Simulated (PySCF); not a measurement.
# InCl: from the state search to spectroscopic constants

One job finds the state of InCl, follows it along the bond with each method and fits the curves.

Program: PySCF 2.14.0. Level of theory: In def2-SVP with ECP28, Cl def2-SVP, scalar-relativistic core potentials. These are calculated values, not measurements.

### Step 1. Set-up

Settings of the job:

```yaml
atoms: In, Cl
charge: 0
basis: In def2-SVP with ECP28, Cl def2-SVP
Hamiltonian: scalar-relativistic core potentials
basis_functions: 44
electrons_treated: 38
masses_in_u: 114.9039, 34.9689
levels: PBE0, PBE, r²SCAN, TPSS, M06-L, B97-3, LC-ωPBE, HF, MP2, SCS-MP2, CCSD, CCSD(T)
grid: 80 radial by 434 angular points
occupations: held fixed by the projection of orbital angular momentum
dissociation_limit: In + Cl, each in its ground configuration
starting_distance_in_angstrom: 2.360
values_of_2S_to_try: 0, 2
```

Command:

```
OMP_NUM_THREADS=1 python dia.py task.json out
```

Further steps of the session: First curve: PBE0; Other states along the same grid; PBE; r²SCAN (meta-GGA); TPSS; M06-L (meta-GGA); B97-3; LC-ωPBE (range-separated hybrid); RHF (mean field); Adding correlation.

What does the calculation give? Wanted: for each run, Re; ωe; De; μ.

**Answer**, as computed:

Lowest PBE0 solution found, without spin–orbit coupling: ¹Σ⁺ (singlet), closed shell. State 2 has its PBE0 minimum 3.42 eV higher. The other levels ran on the lowest alone.

| level | Re (Å) | ωe (cm⁻¹) | De (eV) | μ (D) |
| --- | --- | --- | --- | --- |
| RHF | 2.442 | 325 | 3.33 | -3.45 |
| RHF-MP2 | 2.416 | 343 | 4.26 | n/a |
| RHF-SCS-MP2 | 2.423 | 338 | 4.15 | n/a |
| RHF-CCSD | 2.423 | 339 | 4.04 | n/a |
| RHF-CCSD(T) | 2.423 | 338 | 4.12 | n/a |
| PBE | 2.449 | 317 | 4.65 | -3.00 |
| TPSS | 2.447 | 319 | 4.64 | -3.13 |
| r²SCAN | 2.429 | 329 | 4.62 | -3.09 |
| M06-L | 2.451 | 319 | 4.90 | -3.49 |
| PBE0 | 2.430 | 328 | 4.51 | -3.19 |
| B97-3 | 2.452 | 318 | 4.51 | -3.37 |
| LC-ωPBE | 2.406 | 340 | 4.38 | -3.19 |

De is counted to In + Cl in their ground configurations. A positive dipole means In(−)Cl(+).

Differences from CCSD(T) in the same basis:

| level | Re (mÅ) | ωe (%) |
| --- | --- | --- |
| RHF | +19 | -3.9 |
| RHF-MP2 | -8 | +1.2 |
| RHF-SCS-MP2 | 0 | -0.1 |
| RHF-CCSD | -1 | 0.0 |
| PBE | +25 | -6.3 |
| TPSS | +24 | -5.6 |
| r²SCAN | +6 | -2.8 |
| M06-L | +28 | -5.8 |
| PBE0 | +7 | -3.2 |
| B97-3 | +29 | -6.2 |
| LC-ωPBE | -18 | +0.5 |

In words: Judged by CCSD(T) in the same basis: best bond length RHF-SCS-MP2 (0 mÅ), worst B97-3 (+29 mÅ); best wavenumber RHF-CCSD (0.0 %), worst PBE (-6.3 %). CCSD(T) in a basis this small is itself some way from its limit, more so than the functionals. Among the levels with a De in the table, it runs from 3.33 eV (RHF) to 4.90 eV (M06-L).

Correlated steps freeze 9 core orbitals. These are scalar-relativistic numbers at best; spin–orbit coupling would shift them, the dissociation energy most.
